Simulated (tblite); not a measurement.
# C8F17O3S: the cost of one run

Programs: tblite 0.8.0 and PySCF 2.14.0, with routines of our own; each step states its level. All values are computed. Atoms count from 0.

### Step 1. The system as given

29 atoms, charge -1, multiplicity 1; geometry from: force field, distance geometry or constructed start.

### Step 2. Geometry optimisation with GFN2-xTB

The job: settings as JSON, then the geometry in Å.

```
{"job": {"kind": "relax", "xc": "GFN2-xTB", "basis": "xTB"}, "charge": -1, "multiplicity": 1}
O      3.005400     0.437500    -2.700200
S      3.161900     1.301800    -1.533300
O      2.010500     2.142900    -1.243900
O      4.439500     2.023300    -1.508300
C      3.245500     0.146400    -0.127100
F      3.839200     0.712200     0.977400
F      4.025200    -0.953700    -0.407800
C      1.867200    -0.313900     0.275600
F      1.124300     0.680600     0.827600
F      2.028000    -1.203600     1.325000
C      1.057100    -1.033000    -0.798400
F      1.845000    -1.962900    -1.416900
F      0.605800    -0.203500    -1.760300
C     -0.142000    -1.779500    -0.231300
F     -0.761700    -2.453400    -1.252500
F      0.291700    -2.773700     0.616000
C     -1.211300    -0.978700     0.510800
F     -2.190500    -1.858500     0.910500
F     -0.708700    -0.476200     1.668500
C     -1.858100     0.119300    -0.304300
F     -0.978500     1.127200    -0.511300
F     -2.169200    -0.365700    -1.547900
C     -3.129700     0.682100     0.305300
F     -3.634000     1.640600    -0.539600
F     -4.104000    -0.283100     0.332000
C     -2.953100     1.262700     1.686900
F     -1.961000     2.185300     1.736300
F     -4.084300     1.877700     2.109700
F     -2.672200     0.316500     2.607800
```

Command:

```console
$ OMP_NUM_THREADS=2 python large_run.py task.json out
```

This one command runs all jobs of the session in turn.

Q: Estimate the wall time and peak memory of this first job on 2 threads of AMD EPYC 9R45, shared host.

About 2.8 s, with a peak of 0.18 GiB.
